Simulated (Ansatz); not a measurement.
Runs of Ansatz 0.2.0 on ZnH. Symmetry: F-43m, No. 216, cubic system. Conventional cell: a = 4.432 Å, b = 4.432 Å, c = 4.432 Å, α = 90.00°, β = 90.00°, γ = 90.00°. Around Zn (site symmetry -43m) lie 4 H at 1.92 Å. H (site symmetry -43m) is surrounded by 4 Zn at 1.92 Å. The cell was built by a generator and needn't be a form met in nature.

| task | level | cell | cutoff (eV) | target pressure (GPa) | points for each segment of the path | gap on the mesh (eV) | pressure (GPa) |
| --- | --- | --- | --- | --- | --- | --- | --- |
| relaxation of cell and atoms | PBEsol | relaxed to 30 GPa | 420 | 30 | - | none | 30.0 |
| band structure | PBEsol | as given | 420 | - | 14 | none | -3.3 |
| band structure | LDA | as given | 420 | - | 14 | none | -5.2 |
| band structure | BLYP | as given | 420 | - | 14 | none | 5.2 |
| band structure | r2SCAN | as given | 500 | - | 14 | none | (a) |

Alike in all rows: potentials or basis Ansatz PAW; no spin polarisation; k mesh 10 × 10 × 10; smearing fermi-dirac 0.05 eV.

Problem. Fill in the values left out.

Solution. (a) -2.7.

Caveats: the PAW data sets come from PBE, with cores solved anew for the run's functional, which leaves a small shift of forces and pressure; the plane-wave basis is chosen anew once the cell has moved, so the energies of steps on either side of that aren't comparable (some runs).

A gap of «none» marks a metal or a gap under the smearing width.

Runs at the PBE level aren't shown here.
